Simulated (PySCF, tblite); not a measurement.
# C7H9FOSi: geometry, infrared bands and NMR shifts

What infrared bands and NMR shifts should C7H9FOSi (`C#C[Si@@](F)(C#CC)OCC`) show?

Computed with tblite 0.8.0 and PySCF 2.14.0, with density-fitted response routines of our own, on a single molecule in the gas phase. Atoms are numbered from 0 throughout.

## 1. The starting structure

19 atoms, charge 0, multiplicity 1; geometry from: force field or distance geometry start.

Bonds of the start (Å): C0–C1 1.20, C1–Si2 1.88, Si2–F3 1.62, Si2–C4 1.87, C4–C5 1.20, C5–C6 1.47, Si2–O7 1.67, O7–C8 1.43, C8–C9 1.53, C0–H10 1.06, C6–H11 1.09, C6–H12 1.10, C6–H13 1.10, C8–H14 1.10, C8–H15 1.09, C9–H16 1.10, C9–H17 1.10, C9–H18 1.10.

## 2. Geometry optimisation with GFN2-xTB

Job settings and geometry (Å):

```
{"job": {"kind": "relax", "xc": "GFN2-xTB", "basis": "xTB"}, "charge": 0, "multiplicity": 1}
C      0.850400     3.903400     0.666200
C      0.532500     2.835700     0.215400
Si     0.067700     1.145700    -0.462400
F     -0.254800     1.348600    -2.039400
C      1.480500    -0.078000    -0.322600
C      2.382600    -0.861900    -0.245400
C      3.493500    -1.811300    -0.140800
O     -1.329600     0.563100     0.242600
C     -2.028800    -0.485500    -0.432500
C     -3.247700    -0.860300     0.407900
H      1.107600     4.858800     1.056600
H      4.062900    -1.852500    -1.066200
H      4.168600    -1.530900     0.681600
H      3.123200    -2.822600     0.066900
H     -2.374900    -0.135300    -1.419100
H     -1.395100    -1.363000    -0.542500
H     -3.897400     0.010000     0.549600
H     -3.816400    -1.664600    -0.075600
H     -2.934700    -1.190200     1.405300
```

Launch:

```bash
$ OMP_NUM_THREADS=1 python probes_run.py task.json out
```

The driver reads the jobs from task.json and runs them one after another.

**Question.** This job is followed by: GFN2-xTB harmonic vibrations, gas phase; GIAO PBE0/pcSseg-1 NMR shielding, non-relativistic, gas phase. What will the session give for the following? strongest single infrared mode (GFN2-xTB); zero-point energy (GFN2-xTB); ¹³C shifts against TMS (PBE0/pcSseg-1); ¹H shifts against TMS (PBE0/pcSseg-1, means over atoms taken as alike); ²⁹Si shifts against TMS (PBE0/pcSseg-1); ¹⁹F shifts against CFCl3 (PBE0/pcSseg-1); ¹⁷O shifts against H2O (PBE0/pcSseg-1); surface potential, 1st and 99th percentile.

The runs gave:

```
                                                              quantity                                         value
                             strongest single infrared mode (GFN2-xTB)                         1167 cm⁻¹, 384 km/mol
                                          zero-point energy (GFN2-xTB)                                 86.3 kcal/mol
                                ¹³C shifts against TMS (PBE0/pcSseg-1)  109.5, 96.7, 87.5, 81.8, 61.8, 20.3, 5.5 ppm
¹H shifts against TMS (PBE0/pcSseg-1, means over atoms taken as alike)              4.21, 4.15, 2.07, 1.61, 1.35 ppm
                               ²⁹Si shifts against TMS (PBE0/pcSseg-1)                                     -77.4 ppm
                              ¹⁹F shifts against CFCl3 (PBE0/pcSseg-1)                                    -138.9 ppm
                                ¹⁷O shifts against H2O (PBE0/pcSseg-1)                                      78.1 ppm
                                 surface potential, 1st and 99th percentile                            -1.27 V and 1.42 V
```

What this shows: The optimisation took 70 steps and gained 0.190 eV; among the close pairs (by a distance rule), Si2–O7 changed most, from 1.670 to 1.610 Å. The lowest mode is imaginary (29i cm⁻¹), so the xTB geometry is not a minimum. The strongest single mode, at 1167 cm⁻¹, moves mainly O7 and C8. GFN2-xTB is a fitted tight-binding method: band positions and strengths are rough. Its intensities can rank the bands wrongly. By nearest atom (PBE0/pcSseg-1), the HOMO sits on C4, C5 about 32 % each; C0, C1 about 10 % each and the LUMO on C0, C1, C5 about 16 % each; Si2 15 %.
